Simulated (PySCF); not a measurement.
# C6H11N: the cost of one run

Computed with PySCF 2.14.0 and routines of our own; the level stands in each step. Atoms count from 0.

## 1. The system as given

18 atoms, charge 0, multiplicity 1; geometry from: GFN2-xTB.

## 2. First hyperpolarisability: quadratic response BHandHLYP/def2-SVPD

What the job is given:

```
{"job": {"kind": "beta", "xc": "BHandHLYP", "basis": "def2-SVPD", "wavelengths": [1064]}, "charge": 0, "multiplicity": 1}
C     -1.629024     1.692832     0.470359
C     -0.704233     0.959340    -0.145446
N     -0.633246    -0.412908    -0.161856
C     -1.747632    -1.178987     0.336446
C      0.475608    -1.093318    -0.634542
C      1.755827    -0.722224    -0.592316
C      2.344053     0.485999     0.064394
H     -2.406077     1.275585     1.084309
H     -1.620375     2.762379     0.372329
H      0.055699     1.437450    -0.745068
H     -2.685117    -0.755691    -0.031020
H     -1.665906    -2.209351    -0.006646
H     -1.771469    -1.181760     1.431416
H      0.229717    -2.053338    -1.076991
H      2.469742    -1.375712    -1.073510
H      3.285640     0.213627     0.540394
H      1.675675     0.892735     0.819594
H      2.562358     1.269656    -0.663502
```

Method: quadratic response BHandHLYP/def2-SVPD first hyperpolarisability, Taylor convention, gas phase.

The run is started by

```sh
OMP_NUM_THREADS=1 python excited_run.py task.json out
```

One launch serves the whole session: the jobs run in the order shown.

**Question.** How long does this job take on 1 thread of Arm Neoverse N1, shared host, and how much memory does it need?

About 61 s, with a peak of 0.75 GiB.
